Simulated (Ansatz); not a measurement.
Runs of Ansatz 0.2.0 on GaF. It takes space group Pm-3m (No. 221, cubic). Conventional cell: a = 3.166 Å, b = 3.166 Å, c = 3.166 Å, α = 90.00°, β = 90.00°, γ = 90.00°. Ga (site symmetry m-3m) is surrounded by 8 F at 2.74 Å. Around F (site symmetry m-3m) lie 8 Ga at 2.74 Å. The cell was built by a generator and needn't be a form met in nature.

```tsv
level	gap on the mesh (eV)	pressure (GPa)
HSE06	(a)	-0.6
PBEsol	(b)	-3.9
revPBE	2.35	1.9
PBE0	3.54	(c)
BLYP	2.61	3.1
```

Alike in all rows: task projected density of states; potentials or basis Ansatz PAW; no spin polarisation; cell as given; k mesh 5 × 5 × 5; cutoff (eV) 420; smearing fermi-dirac 0.05 eV.

Question: Estimate the missing entries.

Answer: (a) 2.86; (b) 2.28; (c) -0.7.

Caveats: odd divisions of the mesh miss points on the zone boundary, where band edges often lie, so the gap on the mesh can be too wide; the PAW data sets come from PBE, with cores solved anew for the run's functional, which leaves a small shift of forces and pressure; the density of states is complete only up to the lowest level of the last band computed; the thresholds are loose for stress (some runs).

A k mesh can miss the band edges, and the runs leave out spin-orbit coupling on Ga.

Runs at the PBE level aren't shown here.
